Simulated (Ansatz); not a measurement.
A nudged elastic band was laid between two geometries of a periodic cell of 17 atoms, Li16Cu (host Li, host structure bcc, interstitial Cu).

All numbers below come from Ansatz 0.2.0, DFT PBEsol, scalar-relativistic, plane waves, PAW. Settings: cutoff 420 eV, k mesh 4x4x4, fermi-dirac smearing 0.05 eV, no spin polarisation.

```
movable images  : 5
climbing image  : yes
spring          : 10.0 eV/Å²
optimiser       : fire
start path      : IDPP
force threshold : 0.05 eV/Å
iteration limit : 80
end points      : relaxed
```

Image 0:

```xyz
17
Lattice="6.9800 0.0000 0.0000 0.0000 6.9800 0.0000 0.0000 0.0000 6.9800" Properties=species:S:1:pos:R:3
Li 0.339 -0.089 0.136
Li 3.346 0.046 -0.182
Li -0.131 3.689 -0.061
Li 0.185 -0.108 3.312
Li 1.196 2.296 1.637
Li 3.459 3.222 -0.060
Li 3.846 -0.172 3.938
Li 5.164 1.506 1.665
Li -0.333 3.686 3.448
Li 1.961 5.131 1.820
Li 1.626 1.742 4.927
Li 3.590 3.109 3.422
Li 4.965 5.387 1.649
Li 5.540 1.635 5.354
Li 1.804 5.025 5.101
Li 5.278 5.202 5.406
Cu 2.645 0.583 2.119
```

Image 6:

```xyz
17
Lattice="6.9800 0.0000 0.0000 0.0000 6.9800 0.0000 0.0000 0.0000 6.9800" Properties=species:S:1:pos:R:3
Li 0.111 0.125 0.164
Li 3.203 0.024 0.015
Li -0.011 3.315 0.042
Li -0.035 0.013 3.247
Li 1.731 2.032 1.781
Li 3.331 3.513 -0.256
Li 4.134 -0.191 4.185
Li 4.798 1.637 1.793
Li -0.299 3.527 3.376
Li 1.545 4.974 1.581
Li 1.737 1.633 4.844
Li 3.539 3.690 3.590
Li 4.891 5.342 1.651
Li 5.340 1.837 5.378
Li 1.603 5.344 4.948
Li 5.549 5.146 5.601
Cu 2.512 -0.085 2.564
```

(1) What changes between the two ends?

(2) Give the energies along the band, and the barrier.

Results:

(1) The atom that moves furthest is Cu17, by 0.81 Å; four of its nearest neighbours are Li5 2.29, Li7 2.31, Li2 2.46, Li10 2.54 Å at the first end and Li7 2.30, Li10 2.36, Li5 2.39, Li4 2.64 Å at the last.

(2) It converged. The highest image is number 0 of 0 to 6, 0.000 eV above the first end and 0.018 eV above the last; the last end lies 0.018 eV below the first. The highest image is an end point: on this band no image between the ends rises above it. Inner images lie up to 0.011 eV below the lower end, so the ends aren't the lowest states on this path. Between wells the path still climbs a hump at image 3, 0.03 eV above the well before it. Limits of this set-up: coarse k mesh, a small cell, in which the defect meets its images, a typed lattice constant that wasn't relaxed here.

| image | path coordinate (Å) | energy (eV) | Li15–Cu17 (Å) |
| --- | --- | --- | --- |
| 0 | 0.00 | 0.000 | 4.01 |
| 1 | 0.67 | -0.029 | 3.98 |
| 2 | 1.34 | -0.011 | 3.48 |
| 3 | 2.01 | -0.001 | 3.29 |
| 4 | 2.36 | -0.004 | 3.19 |
| 5 | 2.71 | -0.015 | 3.15 |
| 6 | 3.06 | -0.018 | 2.99 |

Run time: 19 min on 4 threads of INTEL(R) XEON(R) PLATINUM 8581C CPU @ 2.10GHz (Emerald Rapids) (shared host), peak memory 3.8 GiB.
